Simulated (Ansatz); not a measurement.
# SnGe3Te4: the cost of one run

Program: Ansatz 0.2.0. Level of theory: DFT PBE, scalar-relativistic, plane waves, PAW. These are calculated values, not measurements.

### Step 1. The starting structure

Symmetry: P4/mmm, No. 123, tetragonal system. Conventional cell: a = 4.330 Å, b = 4.330 Å, c = 12.230 Å, α = 90.00°, β = 90.00°, γ = 90.00°. Around Sn (site symmetry 4/mmm) lie 6 Te at 3.06 to 3.15 Å. Ge (site symmetry 4/mmm) is surrounded by 6 Te at 2.97 to 3.06 Å. Ge (site symmetry 4mm) is surrounded by 6 Te at 3.01 to 3.11 Å. Te (site symmetry 4mm) is surrounded by 5 Ge at 2.97 to 3.06 Å and 1 Sn at 3.15 Å. Te (site symmetry 4/mmm) is surrounded by 4 Sn at 3.06 Å and 2 Ge at 3.11 Å. Te (site symmetry 4/mmm) has 6 Ge at 3.01 to 3.06 Å in its first shell of neighbours.

Coordinates:

```xyz
8
Lattice="4.3299 0.0000 0.0000 0.0000 4.3299 0.0000 0.0000 0.0000 12.2305" Properties=species:S:1:pos:R:3 pbc="T T T"
Sn    0.0000    0.0000    6.1152
Ge    0.0000    0.0000    0.0000
Ge    2.1649    2.1649    3.0071
Ge    2.1649    2.1649    9.2234
Te    0.0000    0.0000    2.9660
Te    2.1649    2.1649    6.1152
Te    0.0000    0.0000    9.2644
Te    2.1649    2.1649    0.0000
```

The start is the relaxed end of an invented cell (made as: elements ordered on the sites of the GeTe type, Ge/Sn on Ge (P4/mmm, No. 123)), taken up again for a closer look.

### Step 2. The guess as it stands, on a coarse mesh

input.yaml

```yaml
crystal:
  lattice:
    - [4.329867, 0.0, 0.0]
    - [0.0, 4.329867, 0.0]
    - [0.0, 0.0, 12.230478]
  atoms:
    - { symbol: Sn, position: [0.0, 0.0, 0.5] }
    - { symbol: Ge, position: [0.0, 0.0, 0.0] }
    - { symbol: Ge, position: [0.5, 0.5, 0.24587] }
    - { symbol: Ge, position: [0.5, 0.5, 0.75413] }
    - { symbol: Te, position: [0.0, 0.0, 0.242512] }
    - { symbol: Te, position: [0.5, 0.5, 0.5] }
    - { symbol: Te, position: [0.0, 0.0, 0.757488] }
    - { symbol: Te, position: [0.5, 0.5, 0.0] }
basis:
  ecutwfc: 420
kpoints:
  mp_grid: { grid: [4, 4, 2] }
hamiltonian:
  xc: pbe
scf:
  occupations: { method: gaussian, width: 0.1 }
  lower_state_search: "off"
output:
  forces: true
  stress: true
  eigenvalues: true
```

Run with:

```sh
$ ansatz run input.yaml --threads 4 --pin off --max-ram 8192MiB --backend cpu --events-out ev --progress --plain --runs-dir out
```

Q: Estimate wall time and peak memory on 4 threads of Arm Neoverse V1, shared host.

About 2.7 s, with a peak of 0.77 GiB.
